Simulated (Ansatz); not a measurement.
**CH4AlClS: one species, many methods**

How much do the methods differ for CH4AlClS? The plan is to run it at one geometry with functionals of several rungs and with coupled cluster, and see how far each lands from CCSD(T) at the basis-set limit for the atomisation energy.

Computed with Ansatz 0.2.0, Gaussian basis. Level: functionals in def2-TZVPP, the program's frozen cores in correlated methods.

The runs, in order: LDA (SPW92), PBE-D4, revPBE-D4, BLYP-D4, r2SCAN-D4, B97M-V, PBE0-D4, B3LYP-D4, r2SCANh-D4, r2SCAN0-D4, HSE06-D4, BHLYP-D4, CAM-B3LYP-D4, LC-ωPBE, ωB97X-V, ωB97M-V, B2PLYP, PBE-QIDH; CCSD(T)/def2-SVP; CCSD(T)/def2-TZVPP; MP2/def2-QZVPP; extrapolation to the limit; RPA on PBE.

### 1 The relaxed structure

All runs share one geometry, relaxed beforehand with PBE0-D4 in a triple-zeta def2 set.

SMILES `C[S][AlH][Cl]`, 8 atoms, charge 0, spin multiplicity 1.

Atoms are counted from 1 here; the program's logs count them from 0.

Bond lengths: C1–S2 1.824 Å, C1–H5 1.091 Å, C1–H6 1.089 Å, C1–H7 1.089 Å, S2–Al3 2.158 Å, Al3–Cl4 2.092 Å, Al3–H8 1.574 Å. Angles: S2–C1–H5 112.0°, S2–C1–H6 108.6°, S2–C1–H7 108.7°, H5–C1–H6 109.0°, H5–C1–H7 109.0°, H6–C1–H7 109.4°, C1–S2–Al3 100.1°, S2–Al3–Cl4 118.0°, S2–Al3–H8 120.9°, Cl4–Al3–H8 121.0°.

### 2 LDA

This LDA is Slater exchange with PW92 correlation.

File in.yaml:

```yaml
crystal:
  periodic: [false, false, false]
  atoms:
    - {symbol: C, position_ang: [-1.003852, 0.824815, -0.567326]}
    - {symbol: S, position_ang: [-0.818114, -0.960933, -0.245107]}
    - {symbol: Al, position_ang: [1.154649, -0.986024, 0.629501]}
    - {symbol: Cl, position_ang: [1.941425, -2.829928, 1.225813]}
    - {symbol: H, position_ang: [-0.123681, 1.389836, -0.258688]}
    - {symbol: H, position_ang: [-1.163382, 0.971088, -1.634523]}
    - {symbol: H, position_ang: [-1.870557, 1.189527, -0.018166]}
    - {symbol: H, position_ang: [1.975612, 0.344420, 0.812696]}
basis:
  gaussian: {orbitals: def2-TZVPP}
hamiltonian: {xc: lda}
output: {orbitals: {seedname: orbitals}}
```

The runs that follow: PBE-D4 (GGA); revPBE-D4 (GGA); BLYP-D4 (GGA); r2SCAN-D4 (meta-GGA); B97M-V (meta-GGA); PBE0-D4 (hybrid); B3LYP-D4 (hybrid); r2SCANh-D4 (hybrid); r2SCAN0-D4 (hybrid); HSE06-D4 (hybrid); BHLYP-D4 (hybrid); CAM-B3LYP-D4 (range-separated); LC-ωPBE-D4 (range-separated); ωB97X-V (range-separated); ωB97M-V (range-separated); B2PLYP (double hybrid); PBE-QIDH (double hybrid); CCSD(T) in def2-SVP; CCSD(T) in def2-TZVPP; MP2 in def2-QZVPP; RPA on PBE orbitals.

**Question.** What will the summary of the whole plan be? Wanted: atomisation energy, CCSD(T)/CBS; farthest beyond LDA; mean size of error, GGA; mean size of error, meta-GGA; mean size of error, hybrid; mean size of error, range-separated; mean size of error, double hybrid; gap, smallest and largest; T1 diagnostic.

As calculated:

| quantity | value |
| --- | --- |
| atomisation energy, CCSD(T)/CBS | 636.5 kcal/mol |
| functionals within 3.2 kcal/mol (0.5 %) | r2SCAN-D4, PBE0-D4, r2SCANh-D4, HSE06-D4, ωB97X-V, ωB97M-V |
| farthest beyond LDA | BHLYP-D4 (-17.5 kcal/mol) |
| mean size of error, GGA | 7.9 kcal/mol |
| mean size of error, meta-GGA | 5.7 kcal/mol |
| mean size of error, hybrid | 5.2 kcal/mol |
| mean size of error, range-separated | 4.0 kcal/mol |
| mean size of error, double hybrid | 7.6 kcal/mol |
| gap, smallest and largest | 4.27 eV (LDA (SPW92)), 10.97 eV (LC-ωPBE) |
| T1 diagnostic | 0.0100 |
| triples share of the correlation energy | 4.1 % |

What this shows: LDA overbinds by 76.8 kcal/mol (12 %). PBE-D4 is off by +3.9 kcal/mol. Double hybrids carry the basis error of their MP2 part in triple zeta, and no dispersion term here, so their miss is partly the set-up's. By mean error the best rung here is range-separated (4.0 kcal/mol) and the worst beyond LDA is GGA (7.9 kcal/mol). The gap between the best rungs is small, so their order is not settled. The reference freezes the cores and leaves out relativity and excitations past (T), so misses under about 3.2 kcal/mol can't be ranked. Hartree-Fock recovers 75 % of the binding; the rest is correlation. CCSD(T) in def2-SVP is off by -40.4 kcal/mol, which most functionals beat. Orbital gaps span 4.3 to 11.0 eV; exact exchange widens them.
